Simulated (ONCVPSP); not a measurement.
# Pseudopotential generation for tungsten: ONCV, PBEsol

Task: generate the file, and judge it by its errors in other configurations, its logarithmic derivatives, its ghosts and its cutoff.

Method: ONCVPSP 4.0.1.1 (patched build), PBEsol, scalar-relativistic.

### Step 1. The design

The settings as typed:

* element: tungsten (W, Z = 74)
* type: optimised norm-conserving Vanderbilt (ONCV)
* frozen core: [Kr] 4d10
* valence charge: 28
* reference configuration: 4f13 5s2 5p6 5d5 6s2
* partial waves: 5s+6s: rc 1.80 bohr, ncon 4, nbas 8, qcut 7.7 1/bohr, 2 projectors; 5p: rc 2.00 bohr, ncon 5, nbas 9, qcut 5.9 1/bohr, 2 projectors, debl 2.3 Ha; 5d: rc 2.45 bohr, ncon 3, nbas 7, qcut 6.7 1/bohr, 2 projectors, debl 0.7 Ha; 4f: rc 0.70 bohr, ncon 3, nbas 7, qcut 21.5 1/bohr, 3 projectors, debl 2.4 Ha
* local potential: polynomial inside 0.50 bohr (lpopt 5, dvloc0 0 Ha)
* core correction: not asked for

### Step 2. The generation run

File W.dat:

```
# ATOM AND REFERENCE CONFIGURATION
# atsym  z   nc   nv     iexc    psfile
  W 74.00    9    5  -116133      upf
#
#   n    l    f
    1    0    2.00
    2    0    2.00
    2    1    6.00
    3    0    2.00
    3    1    6.00
    3    2   10.00
    4    0    2.00
    4    1    6.00
    4    2   10.00
    4    3   13.00
    5    0    2.00
    5    1    6.00
    5    2    5.00
    6    0    2.00
#
# PSEUDOPOTENTIAL AND OPTIMIZATION
# lmax
    3
#
#   l,   rc,      ep,       ncon, nbas, qcut
    0    1.80    0.00    4    8    7.70
    1    2.00    0.00    5    9    5.90
    2    2.45    0.00    3    7    6.70
    3    0.70    0.00    3    7   21.50
#
# LOCAL POTENTIAL
# lloc, lpopt,  rc(5),   dvloc0
    4    5    0.50    0.00
#
# VANDERBILT-KLEINMAN-BYLANDER PROJECTORs
# l, nproj, debl
    0    2    0.40
    1    2    2.30
    2    2    0.70
    3    3    2.40
#
# MODEL CORE CHARGE
# icmod, fcfact, rcfact
    0    0.00    0.00
#
# LOG DERIVATIVE ANALYSIS
# epsh1, epsh2, depsh
   -5.00    5.00    0.04
#
# OUTPUT GRID
# rlmax, drl
    6.00    0.01
#
# TEST CONFIGURATIONS
# ncnf
    4
# nvcnf
#   n    l    f
    5
    4    3   14.00
    5    0    2.00
    5    1    6.00
    5    2    4.00
    6    0    2.00
#
    5
    4    3   14.00
    5    0    2.00
    5    1    6.00
    5    2    4.00
    6    0    1.00
#
    5
    4    3   14.00
    5    0    2.00
    5    1    6.00
    5    2    4.00
    6    0    0.00
#
    5
    4    3   14.00
    5    0    2.00
    5    1    6.00
    5    2    5.00
    6    0    1.00
#
```

Run with:

```bash
$ oncvpsp.x < W.dat > W.out
```

Q: Predict the outcome of this session. Wanted: cutoffs for 1 and 0.1 mHa per electron, occupied waves; bound ghosts; GHOST(+) flags; largest miss of a reference level; largest test error; largest phase difference near zero energy, channels read.

**Answer**, as computed:

| quantity | value |
| --- | --- |
| cutoffs for 1 and 0.1 mHa per electron, occupied waves | 214 Ha and 362 Ha |
| bound ghosts | s at -1330.30 eV, p at -586.04 eV, d at -643.01 eV, f at -4875.36 eV |
| GHOST(+) flags | s at 58 eV, f at 5414 eV |
| largest miss of a reference level | 28 meV (4f) |
| largest test error (AE − PS) | -539 meV, for 4f14 5s2 5p6 5d4 6s2 |
| largest phase difference near zero energy, channels read | 0.001 rad |

What this shows: It has a bound ghost (s, p, d, f), a state that the atom doesn't have, and that rules the file out. The worst unpolarised test, 4f14 5s2 5p6 5d4 6s2, is off by 539 meV on 32.7 eV; by total energies transferability rates as poor. By its cutoff, 214 Ha for the looser tolerance, it is very hard. The 4f wave sets it; 5s needs 19 Ha. Near zero energy the phases of the channels with partial waves agree within 0.001 rad. The program also flags highly localised states, GHOST(+) (s, f).
